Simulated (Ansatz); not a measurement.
Run this with the Python package of Ansatz (0.2.0) and show what comes out.

The script reads `input.yaml`:
```yaml
crystal:
  periodic: [false, false, false]
  atoms:
    - { symbol: Si, position_ang: [-1.475, 0.5338, 0.2664] }
    - { symbol: C, position_ang: [-0.2683, -0.6457, -0.5326] }
    - { symbol: Al, position_ang: [1.5746, -0.2608, 0.1171] }
    - { symbol: Cl, position_ang: [2.279, 1.645, -0.7543] }
    - { symbol: H, position_ang: [-2.8325, 0.2427, -0.2172] }
    - { symbol: H, position_ang: [-1.4303, 0.3694, 1.7271] }
    - { symbol: H, position_ang: [-1.117, 1.9163, -0.0845] }
    - { symbol: H, position_ang: [-0.3043, -0.5207, -1.6342] }
    - { symbol: H, position_ang: [-0.5416, -1.688, -0.2693] }
    - { symbol: H, position_ang: [1.5654, -0.1485, 1.7102] }
    - { symbol: H, position_ang: [2.55, -1.4436, -0.3287] }
total_charge: -1
basis:
  gaussian: { orbitals: def2-SVP }
hamiltonian:
  xc: pbe0
output:
  forces: true
```

`run_deck.py`
```python
"""Run CH7AlClSi(-) from an input written out key by key."""

import ansatz as az
import numpy as np

session = az.Session.from_deck("input.yaml")
r = session.plan(threads=1).execute().report

print("reference energy %16.6f eV" % r["reference_energy_ev"])
print("total energy     %16.6f eV" % r["free_energy_ev"])
print("occupied orbitals outside the frozen core (up, down):", r["n_occupied"], " frozen:", r["n_frozen"], " virtual:", r["n_virtual"])
symbols = ["Si", "C", "Al", "Cl", "H", "H", "H", "H", "H", "H", "H"]
state = r["mean_field"]["state"]
print(f"mean field: {state['energy']['hartree']:.7f} Ha, <S^2> = {abs(state['spin_squared']):.4f}, stability: {state.get('stability', {}).get('kind')}")

print("forces (eV/A)")
for symbol, f in zip(symbols, r["forces_ev_ang"]):
    print(f"  {symbol:2s} {f[0]:9.4f} {f[1]:9.4f} {f[2]:9.4f}")
charges = r["charge_distribution"]
print("dipole moment", round(4.803205 * float(np.linalg.norm(charges["dipole_moment_e_ang"])), 3), "D")
print("Mulliken:", [(s, round(q, 3)) for s, q in zip(symbols, charges["mulliken_charges_e"])])
```

```console
$ python run_deck.py
reference energy    -28130.443557 eV
total energy        -28130.443557 eV
occupied orbitals outside the frozen core (up, down): [29, 29]  frozen: 0  virtual: [74, 74]
mean field: -1033.7747332 Ha, <S^2> = 0.0000, stability: minimum
forces (eV/A)
  Si    0.9834   -0.9764   -0.7011
  C    -0.3392    0.3004   -0.0115
  Al    0.2136   -0.1343   -0.0387
  Cl    0.0175    0.1505   -0.0871
  H    -0.9121    0.1609   -0.0139
  H    -0.2161    0.0666    0.5887
  H    -0.0770    0.5980   -0.0307
  H    -0.0581   -0.1257    0.1441
  H     0.0596    0.1213   -0.1041
  H    -0.0227    0.1412    0.4670
  H     0.3510   -0.3024   -0.2127
dipole moment 3.812 D
Mulliken: [('Si', 0.344), ('C', -0.556), ('Al', 0.48), ('Cl', -0.477), ('H', -0.143), ('H', -0.103), ('H', -0.093), ('H', 0.052), ('H', 0.047), ('H', -0.275), ('H', -0.276)]
```

What to keep in mind:
- Total energies depend on the basis set; only differences at equal settings carry meaning.
- The geometry is a force-field or estimated start, not a minimum of this method, and the basis set is short of its limit.
- An ion's dipole depends on the origin; the program takes it about the centre of nuclear charge.
- Anions want diffuse functions, which this basis lacks.
- The whole script took 3.4 s on 1 thread of Intel(R) Xeon(R) Platinum 8488C (Sapphire Rapids), on a shared host, peak memory 0.27 GiB.

(Lines on the test bed's own set-up are left out of the output.)
